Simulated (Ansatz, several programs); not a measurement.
An ordered 6-atom cell of Ga₃AsP₂ on the zincblende lattice (Imm2), relaxed with PBE in Ansatz (plane waves, PAW): the symmetry is Imm2 (No. 44, orthorhombic); conventional cell a = 3.948 Å, b = 11.844 Å, c = 5.584 Å, 21.76 Å³ an atom. P is surrounded by 4 Ga at 2.39–2.40 Å; Ga is surrounded by 3 P at 2.39–2.40 Å and 1 As at 2.48 Å; As is surrounded by 4 Ga at 2.46–2.48 Å; Ga is surrounded by 2 P at 2.39 Å and 2 As at 2.46 Å. The cell was then scaled with its shape and fractional coordinates held, which makes it stiffer than a relaxed compression. The cell comes from a prototype generator: it can be a known phase or a hypothetical one. Spin polarisation is off.

```tsv
V (Å³/atom)	E (meV/atom)
20.452	19.52
21.757	0.00
22.410	4.13
23.062	15.63
```

Question: Pass a cubic E = c₀ + c₁u + c₂u² + c₃u³, with u = V − 21.920 Å³, through these points.

Answer: c₀ = 0.26, c₁ = +3.242, c₂ = 9.908, c₃ = -0.8430 (meV and Å³).

Question: Where is the minimum, and what bulk modulus follows?

Answer: dE/du = 0 at u = -0.160, so V₀ = 21.76 Å³. B = V₀ d²E/dV² = 21.76 × (2c₂ + 6c₃u) = 21.76 × 20.626 = 449 meV/Å³, and 1 meV/Å³ is 0.16022 GPa: 72 GPa. A third-order Birch-Murnaghan fit to all five points gives 21.76 Å³ and 71 GPa.

Question: Predict the energy and the pressure at the withheld volume, 21.104 Å³.

Answer: With u = -0.816: E ≈ 4.67 meV and P = −dE/dV ≈ +2.34 GPa. The run gives 4.60 meV and, from its stress, +2.32 GPa.
